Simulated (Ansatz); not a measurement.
**Li2Pt: pressure against volume**

An exercise on one series of results from a longer session: the logs are not shown, and one member is left open.

Program: Ansatz 0.2.0. Level of theory: DFT LDA, scalar-relativistic. These are calculated values, not measurements.

### The system as given

It takes space group P6/mmm (No. 191, hexagonal). Conventional cell: a = 4.186 Å, b = 4.186 Å, c = 2.661 Å, α = 90.00°, β = 90.00°, γ = 120.00°. Li (site symmetry -6m2) is surrounded by 5 Li at 2.42 to 2.66 Å and 6 Pt at 2.76 Å. Pt (site symmetry 6/mmm) has 2 Pt at 2.66 Å and 12 Li at 2.76 Å in its first shell of neighbours.

Coordinates:

```cif
data_structure
_symmetry_space_group_name_H-M 'P 1'
_symmetry_Int_Tables_number 1
_cell_length_a 4.1860
_cell_length_b 4.1860
_cell_length_c 2.6610
_cell_angle_alpha 90.000
_cell_angle_beta 90.000
_cell_angle_gamma 120.000
_cell_volume 40.38
loop_
_atom_site_label
_atom_site_type_symbol
_atom_site_fract_x
_atom_site_fract_y
_atom_site_fract_z
_atom_site_occupancy
Li1 Li 0.33333 0.66667 0.50000 1
Li2 Li 0.66667 0.33333 0.50000 1
Pt1 Pt 0.00000 0.00000 0.00000 1
```

Atoms are numbered in the order of the input: Li1, Li2, Pt3.

The first run:

input.yaml

```yaml
crystal:
  lattice:
    - [4.1294244976, 0.0, 0.0]
    - [-2.0647122488, 3.576186518, 0.0]
    - [0.0, 0.0, 2.6250361319]
  atoms:
    - { symbol: Li, position: [0.3333333333, 0.6666666667, 0.5] }
    - { symbol: Li, position: [0.6666666667, 0.3333333333, 0.5] }
    - { symbol: Pt, position: [0.0, 0.0, 0.0] }
kpoints:
  mp_grid: { grid: [9, 9, 12] }
  band_path:
    path:
      - [0.0, 0.0, 0.0]
      - [0.5, 0.0, 0.0]
      - [0.3333333333, 0.3333333333, 0.0]
      - [0.0, 0.0, 0.0]
      - [0.0, 0.0, 0.5]
      - [0.5, 0.0, 0.5]
      - [0.3333333333, 0.3333333333, 0.5]
      - [0.0, 0.0, 0.5]
      - [0.5, 0.0, 0.5]
    npoints: 5
scf:
  occupations: { method: fermi_dirac, width: 0.03 }
hamiltonian:
  xc: lda
  pseudopotentials: { kind: all_electron, lapw: { basis_error: 0.001 } }
output:
  forces: true
  stress: true
  eigenvalues: true
```

Command:

```console
ansatz run input.yaml --threads 1 --pin off --max-ram 4096MiB --backend cpu --events-out ev --progress --plain --runs-dir out
```

Steps of the session up to this table: Volume × 0.96, LAPW; Volume × 0.96, PAW; Volume × 0.96, crystal datasets; Volume × 0.99, LAPW; Volume × 0.99, PAW; Volume × 0.99, crystal datasets; Volume × 1.02, LAPW; Volume × 1.02, PAW; Volume × 1.02, crystal datasets; Volume × 1.06, LAPW; Volume × 1.06, PAW; Volume × 1.06, crystal datasets.

One table of the session follows, with a row left open; its other results are not shown here.

| method | volume (Å³/atom) | pressure (GPa) |
| --- | --- | --- |
| LAPW | 12.922 | -1.41 |
| LAPW | 13.326 | -3.72 |
| LAPW | 13.729 | -5.66 |
| LAPW | 14.268 | -7.76 |
| PAW | 12.922 | -1.44 |
| PAW | 13.326 | ? |
| PAW | 13.729 | -5.68 |
| PAW | 14.268 | -7.78 |
| crystal datasets | 12.922 | -1.41 |
| crystal datasets | 13.326 | -3.72 |
| crystal datasets | 13.729 | -5.66 |
| crystal datasets | 14.268 | -7.76 |

**Question.** Estimate the row for PAW, 13.326.

**Answer.** pressure (GPa): -3.75. In the column «pressure (GPa)» it lies between crystal datasets, 13.729 (-5.66) and LAPW, 13.326 (-3.72).

Caveats from the session: Warnings in the runs' records: gradients without spin orbit, crystal datasets made.
